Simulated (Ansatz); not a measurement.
# GeH₄ (singlet): the correlation ladder at distance Ge1–H2 = 1.534 Å, 6-31G

Aim: climb from Hartree-Fock through coupled cluster and multireference methods for GeH₄ (singlet) at one geometry and basis, and see what each rung misses.

The runs use Ansatz 0.2.0, Gaussian basis; 6-31G, core rule «outside noble gas», up to 14 orbitals frozen.

The runs, in order: UHF; CCSD(T) on RHF; BCCD(T) on RHF; CISD; CCSDT(Q) on RHF; CCSDTQ on RHF; CASSCF and MRCISD+Q, 2 electrons in 2 orbitals; CASSCF and NEVPT2, 2 electrons in 2 orbitals; CASSCF and MRCISD+Q, 8 electrons in 8 orbitals; CASSCF and NEVPT2, 8 electrons in 8 orbitals; Full CI.

## 1. The system

The geometry derives from a PBE0/def2-TZVP stationary point (not a proven minimum). One bond is set to the value named and the two fragments are kept rigid. No spin-orbit coupling is included. The filled d shell of Ge may be among the frozen orbitals whatever the setting's name suggests; the logs give the count.

5 atoms, charge 0, spin multiplicity 1.

Atoms are counted from 1 here; the program's logs count them from 0.

Bond lengths: Ge1–H2 1.534 Å, Ge1–H3 1.534 Å, Ge1–H4 1.534 Å, Ge1–H5 1.534 Å. Angles: H2–Ge1–H3 109.5°, H2–Ge1–H4 109.5°, H2–Ge1–H5 109.5°, H3–Ge1–H4 109.5°, H3–Ge1–H5 109.5°, H4–Ge1–H5 109.5°.

Geometry (Å):

```xyz
5
GeH4
Ge    0.00000    0.00000    0.00000
H     0.88432    0.88720    0.88605
H    -0.88789   -0.88402    0.88566
H    -0.88382    0.88451   -0.88922
H     0.88739   -0.88769   -0.88248
```

## 2. UHF

Contents of in.yaml:

```yaml
crystal:
  periodic: [false, false, false]
  atoms:
    - {symbol: Ge, position_ang: [0.000000, 0.000000, 0.000000]}
    - {symbol: H, position_ang: [0.884324, 0.887199, 0.886047]}
    - {symbol: H, position_ang: [-0.887886, -0.884021, 0.885661]}
    - {symbol: H, position_ang: [-0.883825, 0.884513, -0.889224]}
    - {symbol: H, position_ang: [0.887387, -0.887691, -0.882484]}
basis:
  gaussian: {orbitals: 6-31G}
magnetization: {spin_polarized: true, initial_magnetization: 0}
hamiltonian: {xc: hf}
output: {orbitals: {seedname: orbitals}}
```

The run is started by

```bash
ansatz run in.yaml --threads 1 --pin off --events-out ev --progress --plain --max-ram 4096MiB --backend cpu
```

Further steps of the session: CCSD(T) on RHF; BCCD(T) on RHF; CISD; CCSDT(Q) on RHF; CCSDTQ on RHF; CASSCF and MRCISD+Q, 2 electrons in 2 orbitals; CASSCF and NEVPT2, 2 electrons in 2 orbitals; CASSCF and MRCISD+Q, 8 electrons in 8 orbitals; CASSCF and NEVPT2, 8 electrons in 8 orbitals; Full CI.

**Question.** What will the summary of the whole plan be? Wanted: FCI below the RHF energy; RMP2 from FCI; RCCSD from FCI; RCCSD(T) from FCI; RCCSDT(Q) from FCI; NEVPT2 pair from FCI; MRCISD+Q pair from FCI; NEVPT2 valence from FCI; T1 diagnostic.

The runs gave:

```
                         quantity                                                                                                  value
         FCI below the RHF energy                                                                                             -2.3524 eV
                    RMP2 from FCI                                                                                        +15.53 kcal/mol
                   RCCSD from FCI                                                                                         +0.85 kcal/mol
                RCCSD(T) from FCI                                                                                         +0.23 kcal/mol
               RCCSDT(Q) from FCI                                                                                         +0.01 kcal/mol
             NEVPT2 pair from FCI                                                                                        +13.33 kcal/mol
           MRCISD+Q pair from FCI                                                                                         -0.16 kcal/mol
          NEVPT2 valence from FCI                                                                                         +3.89 kcal/mol
levels within 1 kcal/mol (43 meV)  RCCSD, RCCSD(T), BCCD(T), RCCSDT, RCCSDT(Q), RCCSDTQ, MRCISD+Q pair, MRCISD valence, MRCISD+Q valence
                    T1 diagnostic                                                                                                  0.009
   effectively unpaired electrons                                                                                                   0.03
```

What this shows: RCCSD(T) lands +0.23 kcal/mol from the yardstick (0.4 % of the correlation energy). MRCISD+Q pair falls below full CI: the +Q correction isn't variational, and the cores differ from full CI's. One determinant dominates. Of the multireference levels listed MRCISD+Q pair comes nearest in total energy (-0.16 kcal/mol), which doesn't show that its space is the better one. These misses are within one basis, not against nature.
